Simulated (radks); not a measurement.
# Sb inside a hard spherical wall

An exercise on one series of results from a longer session: the logs are not shown, and one member is left open.

Method: scalar-relativistic Kohn-Sham, PBEsol, spin-polarised, spherical densities, finite nucleus; open shells are filled with parallel spins first. Code: radks (a radial shooting solver on a logarithmic mesh, Libxc functionals) version 1.

### The system

- element: antimony (Z = 51)
- charge: 0
- electrons: 51
- configuration: [Kr] 4d10 5s2 5p3
- nuclear rms radius: 4.6802 fm

The outer shells:

Sb
```
[Kr] core
4d [↑↓][↑↓][↑↓][↑↓][↑↓]
5s [↑↓]
5p [↑ ][↑ ][↑ ]
```

Set-up of the first run:

Settings of this run:

```text
Z 51
configuration [Kr] 4d10 5s2 5p3 6s0 4f0 5d0
relativity scalar-relativistic
functional pbe_sol,pbe_sol
spin polarised
nucleus finite rms 4.6802 fm
c 137.035999084
```

Among the steps run: The free atom; Wall at 15 bohr; Wall at 12 bohr; Wall at 10 bohr; Wall at 8 bohr; Wall at 7 bohr; Wall at 3 bohr; Wall at 2.5 bohr; Wall at 2 bohr; Wall at 1.5 bohr.

One of the session's tables, all rows but one given; the rest of the session is left out.

```
R (bohr)  E − E(free) (eV)  ε(5p) (eV)  ε(6s, empty) (eV)  ε(5d, empty) (eV)  ε(4f, empty) (eV)
    free             0.000      -5.472                  -                  -                  -
      15             0.000      -5.472             -0.470              0.871              2.358
      12                 ?           ?                  ?                  ?                  ?
      10             0.007      -5.454              0.165              1.577              4.678
       8             0.082      -5.330              1.474              2.462              6.915
       7             0.285      -5.092              3.061              3.373              8.718
       3            66.608      18.887             84.779             43.393             41.707
     2.5            161.14      43.251             152.03             76.457             59.308
       2            452.67      105.64             302.44             151.54             94.244
     1.5            1596.5      298.33             707.34             357.14             180.88
```

Estimate the missing values for R (bohr) = 12.

Worked estimate for «E − E(free) (eV)». A straight line through the neighbours (15, 0.000) and (10, 0.007) gives 0.000 + (0.007 − 0.000) × (12 − 15) / (10 − 15) = 0.004; a parabola fitted to 3 rows on both sides gives -0.027.

As computed: E − E(free) (eV): 0.001; ε(5p) (eV): -5.470; ε(6s, empty) (eV): -0.271; ε(5d, empty) (eV): 1.168; ε(4f, empty) (eV): 3.408. In «E − E(free) (eV)» the line misses by +0.003 and the parabola by -0.028. Between these rows the values bend or scatter more than so simple an estimate can follow.

What this shows: Eigenvalues are for spin up. From R = 3 bohr inwards the highest occupied level lies above zero, pushed up by confinement. Shells are not refilled when levels cross, and a hard wall is a model, not a crystal.
